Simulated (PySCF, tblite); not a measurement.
# C₈H₉NS: excited states

Wanted: excited states for C₈H₉NS (`CS/C=C/C=C/C=C/C#N`).

Programs: tblite 0.8.0 and PySCF 2.14.0, with routines of our own; each step states its level. All values are computed. Atoms count from 0.

## (1) The starting structure

19 atoms, charge 0, multiplicity 1; geometry from: force field or distance geometry start.

## (2) Optimising the geometry with GFN2-xTB

What the job is given:

```
{"job": {"kind": "relax", "xc": "GFN2-xTB", "basis": "xTB"}, "charge": 0, "multiplicity": 1}
C      3.969100     0.471700    -0.598600
S      3.494600    -1.255900    -0.979400
C      1.918800    -1.647600    -0.204200
C      0.960800    -0.699700    -0.238100
C     -0.359200    -0.914000     0.364100
C     -1.227500     0.098900     0.269400
C     -2.573500     0.030900     0.812300
C     -3.332000     1.105100     0.672600
C     -4.687900     1.161400     1.159000
N     -5.799600     1.195600     1.563400
H      3.064500     1.113700    -0.682800
H      4.315700     0.579400     0.462600
H      4.767600     0.809000    -1.240200
H      1.732400    -2.598700     0.248900
H      1.227800     0.231800    -0.710600
H     -0.626700    -1.845400     0.852200
H     -0.904200     1.019700    -0.220500
H     -2.968700    -0.850200     1.322500
H     -2.981900     2.003500     0.170400
```

Run with:

```console
> OMP_NUM_THREADS=1 python excited_run.py task.json out
```

One launch serves the whole session: the jobs run in the order shown.

What it wrote:

```text
step      E/eV     max force
  0    -755.09462    4.088
  1    -755.04730   10.630
  2    -755.34131    2.562
  3    -755.42411    1.008
  4    -755.47575    0.558
  5    -755.53159    1.034
  6    -755.56570    0.849
  7    -755.59045    0.305
  8    -755.60281    0.241
  9    -755.60933    0.219
 10    -755.61269    0.172
 11    -755.61582    0.143
 12    -755.61957    0.203
 13    -755.62379    0.268
 14    -755.62770    0.205
 15    -755.63118    0.155
 16    -755.63481    0.171
 17    -755.63879    0.223
 18    -755.64226    0.195
 19    -755.64490    0.134
 20    -755.64747    0.152
 21    -755.65078    0.197
 22    -755.65491    0.192
 23    -755.65914    0.160
 24    -755.66322    0.174
 25    -755.66756    0.179
 26    -755.67256    0.232
 27    -755.67763    0.191
 28    -755.68208    0.147
 29    -755.68652    0.175
 30    -755.69161    0.251
 31    -755.69653    0.215
 32    -755.70030    0.148
 33    -755.70341    0.165
 34    -755.70741    0.216
 35    -755.71266    0.332
 36    -755.71905    0.449
 37    -755.72807    0.239
 38    -755.73772    0.165
 39    -755.74108    0.153
 40    -755.74690    0.122
 41    -755.74925    0.100
 42    -755.75086    0.126
 43    -755.75259    0.133
 44    -755.75459    0.077
 45    -755.75687    0.100
 46    -755.75863    0.112
 47    -755.76086    0.124
 48    -755.76284    0.093
 49    -755.76483    0.137
 50    -755.76675    0.160
 51    -755.76873    0.135
 52    -755.77061    0.108
 53    -755.77230    0.131
 54    -755.77390    0.149
 55    -755.77564    0.158
 56    -755.77803    0.097
 57    -755.77990    0.110
 58    -755.78211    0.091
 59    -755.78380    0.118
 60    -755.78502    0.100
 61    -755.78589    0.067
 62    -755.78666    0.068
 63    -755.78748    0.077
 64    -755.78822    0.066
 65    -755.78880    0.077
 66    -755.78938    0.086
 67    -755.79025    0.083
 68    -755.79121    0.069
 69    -755.79195    0.044
 70    -755.79231    0.032
 71    -755.79249    0.039
 72    -755.79269    0.044
 73    -755.79296    0.042
 74    -755.79327    0.040
 75    -755.79353    0.045
 76    -755.79373    0.034
 77    -755.79388    0.027
 78    -755.79399    0.018
 79    -755.79406    0.015
 80    -755.79413    0.015
 81    -755.79417    0.015
 82    -755.79421    0.017
 83    -755.79426    0.017
 84    -755.79433    0.020
 85    -755.79439    0.023
 86    -755.79444    0.014
 87    -755.79447    0.012
 88    -755.79451    0.015
 89    -755.79455    0.022
 90    -755.79460    0.021
 91    -755.79464    0.014
 92    -755.79468    0.017
 93    -755.79476    0.028
 94    -755.79489    0.042
 95    -755.79508    0.055
 96    -755.79527    0.049
 97    -755.79543    0.029
 98    -755.79555    0.024
 99    -755.79566    0.031
100    -755.79576    0.028
101    -755.79582    0.015
102    -755.79587    0.014
103    -755.79591    0.018
104    -755.79596    0.025
105    -755.79601    0.016
106    -755.79605    0.026
107    -755.79608    0.053
108    -755.79612    0.021
109    -755.79615    0.011
110    -755.79617    0.008
```

It took 0.97 s on 1 thread of Arm Neoverse V1, shared host.

Relaxation path: (not every step is listed) (the energy doesn't fall at every step)

```tsv
step	energy from step 0 (eV)	largest force (eV/Å)
0	0.0000	4.0881
1	0.0473	10.6304
2	-0.2467	2.5617
3	-0.3295	1.0081
4	-0.3811	0.5581
5	-0.4370	1.0342
6	-0.4711	0.8491
7	-0.4958	0.3049
8	-0.5082	0.2408
17	-0.5442	0.2235
26	-0.5779	0.2316
35	-0.6180	0.3324
44	-0.6600	0.0771
53	-0.6777	0.1314
62	-0.6920	0.0677
71	-0.6979	0.0389
80	-0.6995	0.0152
89	-0.6999	0.0225
98	-0.7009	0.0244
105	-0.7014	0.0156
106	-0.7014	0.0256
107	-0.7015	0.0532
108	-0.7015	0.0213
109	-0.7015	0.0110
110	-0.7015	0.0078
```

Distances of close pairs at the start and the end, largest changes first:

```tsv
bond	before (Å)	after (Å)	change (Å)
S1–C2	1.799	1.730	-0.069
C7–C8	1.442	1.399	-0.042
C3–C4	1.467	1.425	-0.041
C0–H11	1.122	1.086	-0.036
C8–N9	1.183	1.149	-0.034
C5–C6	1.453	1.424	-0.029
C6–C7	1.322	1.350	+0.027
C0–H10	1.112	1.086	-0.027
```

The next job starts from the end point, and lists it.

## (3) Harmonic vibrations with GFN2-xTB

What the job is given:

```
{"job": {"kind": "ir", "xc": "GFN2-xTB", "basis": "xTB"}, "charge": 0, "multiplicity": 1}
C      3.954372     0.277759    -0.782119
S      3.638760    -1.478688    -0.449418
C      1.952330    -1.524949    -0.066911
C      1.077209    -0.505637    -0.031144
C     -0.293664    -0.686938     0.314295
C     -1.193982     0.320387     0.371470
C     -2.559061     0.128284     0.727839
C     -3.464092     1.127705     0.786671
C     -4.799187     0.913313     1.146354
N     -5.896472     0.744126     1.443563
H      3.363060     0.601047    -1.633589
H      3.724129     0.864220     0.102162
H      5.011716     0.355357    -1.013542
H      1.642252    -2.533535     0.162283
H      1.389612     0.502267    -0.262759
H     -0.612298    -1.695673     0.543722
H     -0.879981     1.330703     0.140316
H     -2.872153    -0.880703     0.966085
H     -3.192354     2.150203     0.557587
```

What it wrote:

```text
mode    cm-1     km/mol
  1      41.6      2.41
  2      55.5      2.79
  3      74.7      0.03
  4     123.6      3.62
  5     134.0      1.43
  6     175.3      4.98
  7     204.8      1.24
  8     214.2      2.98
  9     268.1      0.23
 10     270.7      0.49
 11     325.2      3.61
 12     331.6      1.64
 13     455.3      4.15
 14     496.2      5.81
 15     507.8      5.24
 16     585.7      2.02
 17     725.2     15.02
 18     725.8      0.54
 19     755.6      4.61
 20     801.2      1.71
 21     843.6    122.07
 22     925.9      6.00
 23     935.9      0.31
 24     947.7     10.63
 25     966.0      0.03
 26    1019.6     46.11
 27    1041.4     23.57
 28    1147.8      2.59
 29    1164.4     30.43
 30    1209.0     86.29
 31    1224.0     14.38
 32    1257.8      1.11
 33    1268.7      0.04
 34    1291.6      3.55
 35    1308.0      0.08
 36    1319.9      2.02
 37    1448.0     18.15
 38    1448.1      6.67
 39    1552.0    884.78
 40    1599.3      0.79
 41    1614.7      3.41
 42    2350.1    522.93
 43    3031.6      1.45
 44    3039.7      5.32
 45    3049.4      4.13
 46    3051.1      0.12
 47    3058.7      0.71
 48    3063.6      1.59
 49    3067.9     80.90
 50    3079.2      4.01
 51    3089.4     59.13
```

It took 0.85 s on 1 thread of Arm Neoverse V1, shared host.

Which atoms move in the most intense modes:

```tsv
cm⁻¹	km/mol	atoms
844	122.1	C2 55 %, S1 22 %
1020	46.1	H15 28 %, H16 27 %, H17 17 %
1164	30.4	C3 18 %, C6 14 %, C4 12 %, H18 12 %
1209	86.3	H17 21 %, C5 19 %, H13 17 %, C6 14 %
1552	884.8	C3 26 %, C6 18 %, C2 17 %, C7 14 %
2350	522.9	C8 60 %, N9 39 %
3068	80.9	H17 44 %, H16 20 %, H15 14 %, H18 10 %
3089	59.1	H14 58 %, H13 29 %
```

## (4) Excited states: TDA BHandHLYP/def2-SVP

Settings changed since step 3:

```diff
@@ -1,2 +1,2 @@
-{"job": {"kind": "ir", "xc": "GFN2-xTB", "basis": "xTB"}, "charge": 0, "multiplicity": 1}
+{"job": {"kind": "states", "xc": "BHandHLYP", "basis": "def2-SVP", "tda": true, "soc": true, "nstates": 8, "ntriplets": 6, "nquad": 4}, "charge": 0, "multiplicity": 1}
 C      3.954372     0.277759    -0.782119
```

Level: TDA BHandHLYP/def2-SVP excited states, vertical, gas phase, spin-orbit mean-field couplings.

What it wrote:

```text
coarse grid: 16960 points
cycle   1  E = -762.3739632900  dE =  1.697e+00  |g| = 4.842e-01  |ddm| = 4.878e+00
cycle   2  E = -762.3377921360  dE =  3.617e-02  |g| = 7.015e-01  |ddm| = 1.042e+00
cycle   3  E = -762.4474725346  dE = -1.097e-01  |g| = 7.804e-02  |ddm| = 5.788e-01
cycle   4  E = -762.4487416209  dE = -1.269e-03  |g| = 4.698e-02  |ddm| = 1.356e-01
cycle   5  E = -762.4493478890  dE = -6.063e-04  |g| = 1.203e-02  |ddm| = 6.195e-02
cycle   6  E = -762.4493913752  dE = -4.349e-05  |g| = 2.879e-03  |ddm| = 1.800e-02
cycle   7  E = -762.4493948342  dE = -3.459e-06  |g| = 1.274e-03  |ddm| = 5.738e-03
final grid: 160752 points
cycle   8  E = -762.5202477890  dE = -2.281e-05  |g| = 2.750e-03  |ddm| = 2.445e-02
cycle   9  E = -762.5202482667  dE = -4.777e-07  |g| = 2.555e-03  |ddm| = 5.740e-03
cycle  10  E = -762.5202499048  dE = -1.638e-06  |g| = 5.626e-04  |ddm| = 2.852e-03
cycle  11  E = -762.5202499721  dE = -6.720e-08  |g| = 2.331e-04  |ddm| = 6.108e-04
cycle  12  E = -762.5202499830  dE = -1.092e-08  |g| = 8.635e-05  |ddm| = 2.580e-04
cycle  13  E = -762.5202499850  dE = -2.038e-09  |g| = 2.280e-05  |ddm| = 1.171e-04
cycle  14  E = -762.5202499852  dE = -1.703e-10  |g| = 7.104e-06  |ddm| = 3.777e-05
converged SCF energy = -762.5202499852

Singlet excitations
state   eV       nm        f     d(h-e)  d(exc)  Lambda  PR(NTO)  |dmu|/D   mu/D   main configurations
  1   4.3682   283.8   2.03657   1.856   4.528   0.782   1.084    4.937   11.436   H->L 0.95
  2   5.8468   212.1   0.24426   0.292   4.985   0.759   1.375    0.327    6.536   H-1->L 0.82, H->L+1 0.11
  3   6.1505   201.6   0.00050   1.612   3.737   0.359   1.018    6.613    0.366   H->L+2 0.67, H-1->L+2 0.11
  4   6.3178   196.2   0.00003   2.098   3.876   0.325   1.146    7.255    2.112   H-3->L 0.78, H-3->L+1 0.11
  5   6.5300   189.9   0.00132   1.325   3.822   0.760   1.725                     H->L+1 0.72, H-1->L 0.09, H-2->L 0.09
  6   6.5346   189.7   0.00014   1.075   4.044   0.386   1.324                     H->L+3 0.68
  7   6.8562   180.8   0.00028   0.622   3.805   0.363   1.418                     H->L+4 0.62
  8   7.1259   174.0   0.04471   0.449   3.968   0.763   1.716                     H-2->L 0.68

Triplet excitations (Tamm-Dancoff)
state   eV     d(h-e)  d(exc)  Lambda  PR(NTO)   main configurations
  1   2.0484   0.187   3.755   0.783   1.137   H->L 0.87
  2   3.6361   0.157   3.010   0.769   1.924   H-1->L 0.49, H->L+1 0.34
  3   4.9628   0.363   3.014   0.751   2.185   H-2->L 0.34, H->L+5 0.21, H-1->L+1 0.15
  4   5.3539   1.960   4.895   0.768   1.792   H->L+1 0.41, H-1->L 0.30
  5   5.6643   1.226   3.365   0.361   1.023   H->L+2 0.54, H-1->L+2 0.15
  6   5.9063   1.342   3.512   0.342   1.559   H-3->L 0.59, H-3->L+1 0.11
S1 - T1 = 2.3197 eV

Spin-orbit couplings |<S|Hso|T>| (cm-1)
             T1       T2       T3       T4       T5       T6
S0        0.338    0.805    1.305    0.850  132.394    5.410
S1        0.050    0.064    0.140    0.089   25.720    6.910
S2        0.065    0.104    0.077    0.066    7.824   13.110
S3       18.769   17.928   11.132    0.764    2.469    0.715
S4        4.453    7.298    3.274    5.734    0.130    0.013
S5        0.901    0.974    0.582    0.341   24.992   11.013
S6        6.211    6.573    4.774    0.835    4.552    1.166
S7        4.861    8.368    2.310    1.084    6.282    0.103
S8        0.158    0.252    0.339    0.377    6.867   19.920
T1 sublevels (cm-1): 0.000 0.001 0.002   radiative rates (1/s): 0.0142 0.0918 0.03
```

Wall time 59 s (1 thread of Arm Neoverse V1, shared host); peak memory 0.83 GiB.

Key values:

```tsv
quantity	value
S1 less T1	2.32 eV
```

The fields below are evaluated on a grid from the run's orbitals.

Frontier orbitals at BHandHLYP/def2-SVP, with the share of their density that lies nearest to each atom:

```tsv
orbital	energy (eV)	lies on
HOMO	-6.75	S1 23 %; C3, C5, C7 about 13 % each; C2 10 %
LUMO	-1.24	4 C atoms about 14 % each; C5 9 %; N9 8 %
```

ELF in a plane through or near 17 of the atoms.

Values, 10 rows by 14 columns:
```
0.00 0.00 0.00 0.00 0.00 0.00 0.00 0.00 0.00 0.00 0.00 0.00 0.00 0.00
0.00 0.00 0.00 0.00 0.00 0.01 0.00 0.00 0.00 0.00 0.00 0.00 0.00 0.00
0.00 0.00 0.00 0.19 0.02 0.97 0.40 0.74 0.01 0.02 0.00 0.00 0.00 0.00
0.00 0.00 0.02 0.88 0.48 0.89 0.15 1.00 0.03 0.99 0.01 0.07 0.04 0.00
0.00 0.00 0.01 0.61 0.10 0.50 0.23 0.81 0.30 0.92 0.09 0.70 0.92 0.01
0.00 0.00 0.31 0.70 0.66 0.09 0.90 0.42 0.23 0.82 0.90 0.82 0.93 0.04
0.00 0.00 0.94 0.98 0.69 0.03 0.97 0.84 0.93 0.75 0.56 0.61 0.34 0.00
0.00 0.00 0.02 0.10 0.07 0.00 0.01 0.37 0.22 0.96 0.78 0.01 0.00 0.00
0.00 0.00 0.00 0.00 0.00 0.00 0.00 0.00 0.00 0.01 0.01 0.00 0.00 0.00
0.00 0.00 0.00 0.00 0.00 0.00 0.00 0.00 0.00 0.00 0.00 0.00 0.00 0.00
```
The map spans 17.4 Å across and 9.9 Å up, centred on the molecule. Atoms in the plane (x, y in Å): C0 (-4.0, -0.8), S1 (-3.8, 1.0), C2 (-2.1, 1.3), C3 (-1.1, 0.4), C4 (0.2, 0.7), C5 (1.2, -0.2), C6 (2.6, 0.2), C7 (3.6, -0.7), C8 (5.0, -0.3), N9 (6.1, 0.0), H12 (-5.1, -1.0), H13 (-1.9, 2.3), H14 (-1.4, -0.7), H15 (0.5, 1.8), H16 (1.0, -1.2), H17 (2.8, 1.3), H18 (3.5, -1.8).

On the surface of density 0.002 e/bohr³ the electrostatic potential runs, from the 1st to the 99th percentile, from -2.00 V near N9 to 1.33 V near H13.

## (5) What came out

| quantity | value |
| --- | --- |
| strongest single infrared mode (GFN2-xTB) | 1552 cm⁻¹, 885 km/mol |
| zero-point energy (GFN2-xTB) | 89.6 kcal/mol |
| S1 less T1 (step 4, TDA BHandHLYP/def2-SVP) | 2.32 eV |
| potential on the surface of density 0.002 e/bohr³, 1st and 99th percentile | -2.00 V and 1.33 V |

**Reading.** All 51 modes are real, so the xTB geometry is a minimum. The strongest single mode, at 1552 cm⁻¹, has its largest shares on C3, C6, C2 and C7 (the list is cut at 4 atoms). GFN2-xTB is a fitted tight-binding method: band positions and strengths are rough. Its intensities can rank the bands wrongly. In step 4, the number of triplets below S1 is 2, and the largest singlet-triplet spin-orbit coupling is S0–T5, 132.39 cm⁻¹. By nearest atom (BHandHLYP/def2-SVP), the HOMO sits on S1 23 %; C3, C5, C7 about 13 % each and the LUMO on 4 C atoms about 14 % each; C5 9 %.
